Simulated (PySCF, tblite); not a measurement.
# H₉NOSi₄, a small gas-phase stand-in for a defect centre: NMR shifts, core binding energies and electronic excitations

What NMR shifts, core binding energies and electronic excitations should one expect for `[SiH3]O[Si]N([SiH3])[SiH3]`? It is drawn as: twofold Si.

Programs: tblite 0.8.0 and PySCF 2.14.0. All values are calculated, for the isolated system unless a continuum is named. Atoms count from 0, parts from 1.

## (1) The system as given

15 atoms, charge 0, multiplicity 1; geometry: distance geometry start.

## (2) Geometry optimisation with GFN2-xTB

The job: settings as JSON, then the geometry in Å.

```
{"job": {"kind": "relax", "xc": "GFN2-xTB", "basis": "xTB"}, "charge": 0, "multiplicity": 1}
Si    -0.345573    -0.538918    -0.513937
O     -1.769879    -0.280293     0.507871
Si    -1.757589    -0.165721     2.267432
N      1.140078    -1.063692    -1.392154
Si     1.007083    -2.476167    -2.477967
Si     2.699079    -0.993657    -0.400335
H     -2.985928    -0.617690     2.772185
H     -0.692804    -0.993411     2.780711
H     -1.535734     1.181444     2.660769
H      1.974391    -3.471003    -2.139689
H      1.200739    -2.067979    -3.845962
H     -0.306046    -3.035053    -2.375773
H      3.199946     0.349423    -0.384115
H      2.435236    -1.426457     0.918993
H      3.677867    -1.829053    -1.003335
```

With the program's defaults for keys left out, this is: GFN2-xTB geometry optimisation, gas phase.

Run with:

```
$ OMP_NUM_THREADS=1 python cluster_run.py task.json out
```

This one command runs all jobs of the session in turn.

What it wrote:

```text
step      E/eV     max force
  0    -504.33373    3.920
  1    -504.99065    3.054
  2    -505.56498    4.197
  3    -505.91785    2.076
  4    -506.30850    0.843
  5    -506.38498    0.875
  6    -506.49345    1.044
  7    -506.61288    1.142
  8    -506.77186    1.227
  9    -506.86894    0.700
 10    -506.91608    0.672
 11    -506.97319    0.751
 12    -507.03316    0.595
 13    -507.07500    0.419
 14    -507.09695    0.354
 15    -507.11793    0.416
 16    -507.13704    0.364
 17    -507.15204    0.335
 18    -507.16534    0.245
 19    -507.17611    0.261
 20    -507.18406    0.268
 21    -507.18923    0.176
 22    -507.19268    0.182
 23    -507.19632    0.217
 24    -507.20142    0.217
 25    -507.20741    0.202
 26    -507.21318    0.229
 27    -507.21823    0.186
 28    -507.22235    0.188
 29    -507.22558    0.154
 30    -507.22844    0.134
 31    -507.23112    0.156
 32    -507.23450    0.224
 33    -507.23931    0.232
 34    -507.24389    0.173
 35    -507.24659    0.106
 36    -507.24815    0.085
 37    -507.24976    0.125
 38    -507.25264    0.198
 39    -507.25706    0.224
 40    -507.26142    0.152
 41    -507.26410    0.108
 42    -507.26583    0.121
 43    -507.26771    0.151
 44    -507.27148    0.167
 45    -507.27843    0.241
 46    -507.28783    0.272
 47    -507.29647    0.186
 48    -507.30159    0.122
 49    -507.30331    0.105
 50    -507.30465    0.087
 51    -507.30601    0.095
 52    -507.30759    0.111
 53    -507.30947    0.113
 54    -507.31149    0.106
 55    -507.31267    0.072
 56    -507.31338    0.065
 57    -507.31409    0.075
 58    -507.31532    0.110
 59    -507.31725    0.130
 60    -507.31945    0.103
 61    -507.32088    0.062
 62    -507.32164    0.057
 63    -507.32228    0.063
 64    -507.32337    0.097
 65    -507.32536    0.107
 66    -507.32789    0.110
 67    -507.32972    0.090
 68    -507.33069    0.072
 69    -507.33130    0.069
 70    -507.33208    0.085
 71    -507.33426    0.102
 72    -507.33669    0.109
 73    -507.33886    0.094
 74    -507.34002    0.074
 75    -507.34080    0.059
 76    -507.34162    0.083
 77    -507.34305    0.127
 78    -507.34527    0.184
 79    -507.34728    0.171
 80    -507.34966    0.162
 81    -507.35125    0.118
 82    -507.35319    0.106
 83    -507.35465    0.109
 84    -507.35704    0.122
 85    -507.35890    0.113
 86    -507.36086    0.120
 87    -507.36307    0.150
 88    -507.36577    0.135
 89    -507.36804    0.153
 90    -507.37043    0.121
 91    -507.37234    0.117
 92    -507.37441    0.130
 93    -507.37691    0.139
 94    -507.37910    0.109
 95    -507.38042    0.085
 96    -507.38088    0.092
 97    -507.38191    0.071
 98    -507.38261    0.051
 99    -507.38372    0.061
100    -507.38428    0.058
101    -507.38464    0.033
102    -507.38481    0.026
103    -507.38496    0.029
104    -507.38504    0.028
105    -507.38513    0.022
106    -507.38522    0.021
107    -507.38533    0.021
108    -507.38544    0.024
109    -507.38555    0.022
110    -507.38567    0.028
111    -507.38583    0.031
112    -507.38602    0.036
113    -507.38623    0.040
114    -507.38645    0.046
115    -507.38671    0.049
116    -507.38704    0.042
117    -507.38742    0.055
118    -507.38780    0.056
119    -507.38814    0.043
120    -507.38843    0.039
121    -507.38870    0.034
122    -507.38896    0.032
123    -507.38924    0.033
124    -507.38960    0.040
125    -507.39002    0.042
126    -507.39037    0.033
127    -507.39062    0.038
128    -507.39081    0.043
129    -507.39105    0.040
130    -507.39139    0.048
131    -507.39166    0.045
132    -507.39195    0.033
133    -507.39211    0.035
134    -507.39229    0.032
135    -507.39249    0.033
136    -507.39288    0.039
137    -507.39328    0.033
138    -507.39360    0.033
139    -507.39383    0.045
140    -507.39411    0.049
141    -507.39453    0.046
142    -507.39495    0.056
143    -507.39518    0.052
144    -507.39536    0.038
145    -507.39546    0.024
146    -507.39555    0.025
147    -507.39565    0.026
148    -507.39571    0.020
149    -507.39575    0.013
150    -507.39577    0.011
151    -507.39579    0.017
152    -507.39583    0.022
153    -507.39587    0.018
154    -507.39590    0.012
155    -507.39592    0.013
156    -507.39594    0.014
157    -507.39598    0.023
158    -507.39603    0.028
159    -507.39611    0.022
160    -507.39617    0.017
161    -507.39621    0.016
162    -507.39624    0.019
163    -507.39629    0.025
164    -507.39636    0.024
165    -507.39643    0.022
166    -507.39649    0.022
167    -507.39654    0.025
168    -507.39659    0.027
169    -507.39664    0.019
170    -507.39668    0.015
171    -507.39672    0.017
172    -507.39677    0.019
173    -507.39683    0.024
174    -507.39689    0.018
175    -507.39693    0.015
176    -507.39697    0.015
177    -507.39701    0.023
178    -507.39709    0.032
179    -507.39717    0.032
180    -507.39724    0.019
181    -507.39728    0.013
182    -507.39730    0.012
183    -507.39733    0.013
184    -507.39734    0.010
185    -507.39736    0.008
```

Wall time 5.8 s (1 thread of Arm Neoverse V1, shared host).

The steps of the relaxation:

```csv
step,energy from step 0 (eV),largest force (eV/Å)
0,0.0000,3.9201
7,-2.2792,1.1418
14,-2.7632,0.3547
21,-2.8555,0.1761
28,-2.8886,0.1889
35,-2.9129,0.1057
42,-2.9321,0.1209
49,-2.9696,0.1048
56,-2.9796,0.0644
63,-2.9885,0.0625
70,-2.9984,0.0849
77,-3.0093,0.1263
84,-3.0233,0.1219
91,-3.0386,0.1170
98,-3.0489,0.0498
105,-3.0514,0.0217
112,-3.0523,0.0363
119,-3.0544,0.0425
126,-3.0566,0.0334
133,-3.0584,0.0354
140,-3.0604,0.0498
147,-3.0619,0.0257
154,-3.0622,0.0120
161,-3.0625,0.0160
168,-3.0629,0.0262
175,-3.0632,0.0158
182,-3.0636,0.0121
185,-3.0636,0.0078
```

Close pairs (by a distance rule), those that changed most:

```csv
bond,before (Å),after (Å),change (Å)
O1–Si2,1.763,1.618,-0.145
Si0–O1,1.772,1.629,-0.143
N3–Si5,1.849,1.737,-0.112
Si0–N3,1.804,1.732,-0.072
Si2–H6,1.403,1.462,+0.059
Si5–H13,1.413,1.468,+0.055
Si5–H14,1.421,1.465,+0.043
Si2–H8,1.421,1.462,+0.041
```

## (3) Relaxing the molecule at PBE0-D3(BJ)/def2-SVP

The job: settings as JSON, then the geometry in Å.

```
{"job": {"xc": "PBE0", "basis": "def2-SVP", "d3": "d3bj", "grid": 2, "kind": "geom", "shake": 0.01}, "charge": 0, "multiplicity": 1}
Si    -1.369044     0.089864    -0.879313
O     -1.704794     0.730286     0.588297
Si    -1.631727     1.200830     2.128351
N      0.315395    -0.334560    -0.889552
Si     0.480686    -1.280033    -2.360734
Si     1.534310    -0.027714     0.272800
H     -2.984985     1.151679     2.608212
H     -0.739524     0.287224     2.878678
H     -1.083146     2.571283     2.159077
H      1.868702    -1.727891    -2.438797
H      0.116196    -0.415538    -3.467580
H     -0.417096    -2.420671    -2.279326
H      1.291143     1.296309     0.859067
H      1.513175    -1.091756     1.296330
H      2.799786    -0.054683    -0.460840
```

What it wrote:

```text
step   0  E = -1292.34841626  max force = 0.022836
step   1  E = -1292.35898759  max force = 0.010705
step   2  E = -1292.36250916  max force = 0.004419
step   3  E = -1292.36290450  max force = 0.005513
step   4  E = -1292.36319070  max force = 0.003370
step   5  E = -1292.36336686  max force = 0.001897
step   6  E = -1292.36360717  max force = 0.001559
step   7  E = -1292.36411584  max force = 0.002122
step   8  E = -1292.36330197  max force = 0.013976
step   9  E = -1292.36518663  max force = 0.002629
step  10  E = -1292.36552787  max force = 0.001750
step  11  E = -1292.36559739  max force = 0.002257
step  12  E = -1292.36596462  max force = 0.000678
step  13  E = -1292.36600336  max force = 0.000948
step  14  E = -1292.36604844  max force = 0.001176
step  15  E = -1292.36608872  max force = 0.001125
step  16  E = -1292.36622223  max force = 0.001024
step  17  E = -1292.36633692  max force = 0.001317
step  18  E = -1292.36655436  max force = 0.002247
step  19  E = -1292.36681147  max force = 0.002182
step  20  E = -1292.36758597  max force = 0.005670
step  21  E = -1292.36804520  max force = 0.002937
step  22  E = -1292.36822572  max force = 0.002910
step  23  E = -1292.36886929  max force = 0.001564
step  24  E = -1292.36912000  max force = 0.000933
step  25  E = -1292.36914935  max force = 0.000328
step  26  E = -1292.36915496  max force = 0.000209
optimisation converged
```

It took 6.7 min on 1 thread of Arm Neoverse V1, shared host; peak memory 0.77 GiB.

Along the way: (the energy doesn't fall at every step)

```csv
step,energy from step 0 (eV),largest force component (eV/Å)
0,0.0000,1.1743
1,-0.2877,0.5505
2,-0.3835,0.2272
3,-0.3942,0.2835
4,-0.4020,0.1733
5,-0.4068,0.0975
6,-0.4134,0.0802
7,-0.4272,0.1091
8,-0.4051,0.7187
9,-0.4563,0.1352
10,-0.4656,0.0900
11,-0.4675,0.1161
12,-0.4775,0.0349
13,-0.4786,0.0487
14,-0.4798,0.0605
15,-0.4809,0.0578
16,-0.4845,0.0527
17,-0.4876,0.0677
18,-0.4936,0.1155
19,-0.5006,0.1122
20,-0.5216,0.2916
21,-0.5341,0.1510
22,-0.5390,0.1496
23,-0.5566,0.0804
24,-0.5634,0.0480
25,-0.5642,0.0169
26,-0.5643,0.0107
```

Distances of close pairs at the start and the end, largest changes first:

```csv
bond,before (Å),after (Å),change (Å)
N3–Si5,1.712,1.776,+0.064
Si2–H6,1.437,1.494,+0.057
O1–Si2,1.612,1.667,+0.055
Si0–O1,1.636,1.685,+0.049
Si4–H10,1.451,1.493,+0.042
Si4–H11,1.454,1.494,+0.040
Si5–H14,1.463,1.497,+0.034
Si4–H9,1.461,1.494,+0.033
```

The end geometry stands in the next job.

```csv
at the end point,value
"rotational constants (GHz, main isotopes)","3.135, 0.787, 0.643"
dipole moment (D),0.56
```

## (4) Shielding tensors: PBE0/pcSseg-1

The job: settings as JSON, then the geometry in Å.

```
{"job": {"kind": "nmr", "xc": "PBE0", "basis": "pcSseg-1"}, "charge": 0, "multiplicity": 1}
Si    -1.443716    -0.311615    -0.442224
O     -1.107665     0.491657     0.999963
Si    -1.773551     1.182163     2.363900
N      0.211790    -0.503308    -0.963496
Si     0.588576    -1.314240    -2.482252
Si     1.532042     0.109334     0.053687
H     -3.261987     1.055766     2.334668
H     -1.239159     0.485440     3.568461
H     -1.397170     2.623682     2.409584
H      1.425793    -2.528540    -2.246989
H      1.327326    -0.402218    -3.405663
H     -0.705638    -1.717221    -3.109508
H      1.471279     1.589618     0.216289
H      1.563897    -0.553167     1.388318
H      2.797271    -0.232718    -0.670069
```

Level: GIAO PBE0/pcSseg-1 NMR shielding, non-relativistic, gas phase.

What it wrote:

```text
coarse grid: 14224 points
cycle   1  E = -1292.5965013536  dE =  1.594e-01  |g| = 8.403e-01  |ddm| = 3.546e+00
cycle   2  E = -1292.2375252286  dE =  3.590e-01  |g| = 1.556e+00  |ddm| = 1.657e+00
cycle   3  E = -1292.7241777111  dE = -4.867e-01  |g| = 1.230e-01  |ddm| = 1.250e+00
cycle   4  E = -1292.7257984007  dE = -1.621e-03  |g| = 9.015e-02  |ddm| = 1.571e-01
cycle   5  E = -1292.7274140615  dE = -1.616e-03  |g| = 2.035e-02  |ddm| = 7.458e-02
cycle   6  E = -1292.7275105068  dE = -9.645e-05  |g| = 1.790e-03  |ddm| = 2.109e-02
cycle   7  E = -1292.7275112660  dE = -7.592e-07  |g| = 5.501e-04  |ddm| = 2.535e-03
final grid: 118256 points
cycle   8  E = -1292.7675270381  dE = -3.839e-06  |g| = 8.239e-03  |ddm| = 1.293e-02
cycle   9  E = -1292.7674951849  dE =  3.185e-05  |g| = 1.512e-02  |ddm| = 1.425e-02
cycle  10  E = -1292.7675392573  dE = -4.407e-05  |g| = 5.671e-04  |ddm| = 9.825e-03
cycle  11  E = -1292.7675393198  dE = -6.241e-08  |g| = 1.466e-04  |ddm| = 6.859e-04
cycle  12  E = -1292.7675393240  dE = -4.241e-09  |g| = 5.542e-05  |ddm| = 1.527e-04
cycle  13  E = -1292.7675393246  dE = -6.160e-10  |g| = 1.650e-05  |ddm| = 6.164e-05
converged SCF energy = -1292.7675393246

GIAO shielding tensors (ppm)
atom      isotropic    diamagn.    paramagn.     s11        s22        s33       span
  0 Si     213.972     880.232    -666.260    -84.900    291.147    435.670    520.570
  1 O      154.093     403.861    -249.769    -49.534    233.228    278.584    328.118
  2 Si     391.800     878.541    -486.742    349.117    364.156    462.126    113.009
  3 N      146.520     334.171    -187.651    -34.135    226.114    247.582    281.717
  4 Si     408.831     878.741    -469.910    366.820    399.993    459.681     92.860
  5 Si     412.756     880.610    -467.854    379.066    396.311    462.890     83.825
  6 H       25.930      27.536      -1.606     22.843     24.574     30.374      7.532
  7 H       26.138      28.462      -2.323     22.820     24.710     30.886      8.066
  8 H       26.142      28.425      -2.283     22.842     24.672     30.911      8.069
  9 H       26.663      28.021      -1.359     23.093     24.872     32.023      8.929
 10 H       26.660      28.008      -1.348     23.096     24.865     32.020      8.924
 11 H       26.226      28.097      -1.871     23.265     25.287     30.126      6.861
 12 H       26.401      30.693      -4.292     22.924     25.014     31.266      8.342
 13 H       26.394      30.736      -4.342     22.894     25.084     31.204      8.309
 14 H       26.763      29.734      -2.971     23.085     26.026     31.177      8.092
```

It took 36 s on 1 thread of Arm Neoverse V1, shared host; peak memory 0.95 GiB.

The references, computed at this level on geometries of the same kind, shield at (ppm): $^{1}$H TMS 31.27, $^{29}$Si TMS 352.0, $^{15}$N NH3 265.7, $^{17}$O H2O 334.6. Their shielding less the atom's gives the shift. The references are single molecules in the gas phase, so shifts against H2O, NH3, PH3, H3PO4 or CFCl3 are not on the usual liquid scales and can be off by tens of ppm. Atoms listed in one row are averaged.

```csv
atoms,environment,σ (ppm),δ (ppm)
H6,hydrogen on a silicon bonded to O,25.93,5.34
H7,hydrogen on a silicon bonded to O,26.14,5.13
H8,hydrogen on a silicon bonded to O,26.14,5.13
H11,hydrogen on a silicon bonded to N,26.23,5.04
H13,hydrogen on a silicon bonded to N,26.39,4.87
H12,hydrogen on a silicon bonded to N,26.40,4.87
"H9, H10",hydrogen on a silicon bonded to N,26.66,4.61
H14,hydrogen on a silicon bonded to N,26.76,4.50
Si0,"silicon bonded to N, O",214.0,138.0
Si2,"silicon bonded to O, 3 H",391.8,-39.8
Si4,"silicon bonded to N, 3 H",408.8,-56.8
Si5,"silicon bonded to N, 3 H",412.8,-60.8
O1,oxygen bonded to 2 Si,154.1,180.5
N3,nitrogen bonded to 3 Si,146.5,119.2
```

The run also stored atomic charges by several schemes (e):

```csv
atoms,Mulliken,IAO,Hirshfeld,ESP fit
Si0,0.70,0.71,0.28,-0.19
O1,-0.79,-0.84,-0.29,-0.03
Si2,0.73,0.83,0.38,0.57
N3,-1.05,-0.97,-0.34,-0.08
Si4,0.62,0.71,0.33,0.55
Si5,0.66,0.70,0.33,0.39
```

Mayer bond orders: Si0–O1 0.87, O1–Si2 0.87, Si0–N3 1.00, N3–Si4 0.88, N3–Si5 0.82.

Orbitals, density, ELF and potential are computed afterwards from the orbital file.

Frontier orbitals at PBE0/pcSseg-1, with the share of their density that lies nearest to each atom:

```csv
orbital,energy (eV),lies on
HOMO,-7.04,Si0 67 %; O1 13 %; N3 11 %
LUMO,-1.47,Si0 72 %; N3 11 %; O1 10 %
```

ELF in a plane through or near 9 of the atoms.

Values, 10 rows by 14 columns:
```
0.00 0.00 0.00 0.00 0.00 0.00 0.00 0.00 0.00 0.00 0.00 0.00 0.00 0.00
0.00 0.00 0.00 0.00 0.07 0.12 0.01 0.00 0.00 0.00 0.00 0.00 0.00 0.00
0.00 0.00 0.00 0.14 1.00 0.99 0.26 0.13 0.02 0.00 0.00 0.00 0.00 0.00
0.00 0.00 0.00 0.02 0.97 0.98 0.63 0.40 0.09 0.00 0.03 0.02 0.00 0.00
0.00 0.00 0.03 0.18 0.06 0.41 0.23 0.13 0.26 0.17 0.30 0.30 0.03 0.00
0.00 0.00 0.10 0.28 0.35 0.80 0.44 0.16 0.67 0.83 0.70 0.11 0.05 0.00
0.00 0.00 0.05 0.29 0.19 0.35 0.48 0.84 0.61 0.43 0.73 1.00 0.71 0.00
0.00 0.00 0.09 1.00 1.00 0.05 0.87 0.73 0.82 0.01 0.93 1.00 0.87 0.00
0.00 0.00 0.01 0.88 0.93 0.02 0.81 0.99 0.90 0.01 0.03 0.15 0.00 0.00
0.00 0.00 0.00 0.00 0.00 0.00 0.01 0.03 0.00 0.00 0.00 0.00 0.00 0.00
```
The map spans 12.7 Å across and 9.7 Å up, centred on the molecule. Atoms in the plane (x, y in Å): Si0 (0.2, -1.5), O1 (1.5, -0.5), Si2 (3.2, -0.4), N3 (-1.1, -0.3), Si4 (-2.8, -0.8), Si5 (-0.6, 1.4), H6 (3.8, -1.7), H11 (-2.8, -2.3), H14 (-1.9, 2.2).

log10 of the density (e/Å³) in the same plane.

Ten even steps from ' ' (-4.0) to '@' (2.3):
```
                                                        
                  ......                                
            ....::::::::::::......                      
            ..::------------::::....                    
          ..::--==++++========--::::..                  
          ..::--==****++++++====--::............        
        ....::--==++****####++==----::::::--::::....    
      ..::::----==++++**@@%%++====--------==----::..    
    ..::::--========++****++============++++==----::    
    ..::--==++++++++******++==++++**++++**++++==--::    
    ..::--==++********@@##**++**##%%****@@%%++==--::..  
    ..::--==++%%@@****##****++**##%%****####++==--::..  
    ..::--==++****++++++++**@@******++++++****++--::..  
    ..::--==++****++====++**%%**++++====++****++--::..  
      ..::--++****++====++++++++++==----==++++==--::..  
      ..::--==++++==--====++++++==--::----------::..    
        ..::--------::----====------::::::::::::..      
        ....::::::::::::::------::::............        
            ................::......                    
                            ..                          
```
The map spans 12.7 Å across and 9.7 Å up, centred on the molecule. Atoms in the plane (x, y in Å): Si0 (0.2, -1.5), O1 (1.5, -0.5), Si2 (3.2, -0.4), N3 (-1.1, -0.3), Si4 (-2.8, -0.8), Si5 (-0.6, 1.4), H6 (3.8, -1.7), H11 (-2.8, -2.3), H14 (-1.9, 2.2).

On the surface of density 0.002 e/bohr³ the electrostatic potential runs, from the 1st to the 99th percentile, from -0.63 to 1.30 V.

[end of part 1 of 2]
